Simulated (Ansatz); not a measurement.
# CH3Zr: the cost of one run

Computed with Ansatz 0.2.0, Gaussian basis. Level: the settings change from run to run.

12 further runs of the same task are left out: 3 that didn't finish, 9 set aside as unsound or not needed.

### Step 1. The system

The geometry is a PBE0/def2-TZVP stationary point (not a proven minimum) of the parent state, kept for this charge and spin. No spin-orbit coupling is included. Elements past krypton take def2 core potentials.

5 atoms, charge 1, spin multiplicity 3.

Atoms are counted from 1 here; the program's logs count them from 0.

Bond lengths: Zr1–C2 2.516 Å, C2–H3 1.089 Å, C2–H4 1.089 Å, C2–H5 1.089 Å. Angles: Zr1–C2–H3 96.2°, Zr1–C2–H4 96.2°, Zr1–C2–H5 96.2°, H3–C2–H4 118.8°, H3–C2–H5 118.8°, H4–C2–H5 118.8°.

### Step 2. CCSD on ROHF/def2-mTZVP

Contents of in.yaml:

```yaml
crystal:
  periodic: [false, false, false]
  atoms:
    - {symbol: Zr, position_ang: [-0.359400, -0.000644, -0.001303]}
    - {symbol: C, position_ang: [2.157000, 0.003864, 0.007818]}
    - {symbol: H, position_ang: [2.276785, -1.078924, 0.014507]}
    - {symbol: H, position_ang: [2.270499, 0.550991, 0.943015]}
    - {symbol: H, position_ang: [2.277318, 0.540158, -0.932785]}
basis:
  gaussian: {orbitals: def2-mTZVP}
total_charge: 1
magnetization: {spin_polarized: false, initial_magnetization: 2}
hamiltonian: {pseudopotentials: {relativity: scalar}}
correlation: {method: ccsd, electrons: outside_noble_gas}
```

On the command line:

```console
> ansatz run in.yaml --threads 1 --pin off --events-out ev --progress --plain --max-ram 2393MiB
```

What time and memory should one allow on 1 thread of Arm Neoverse V2, shared host?

About 1.9 min, with a peak of 0.25 GiB.
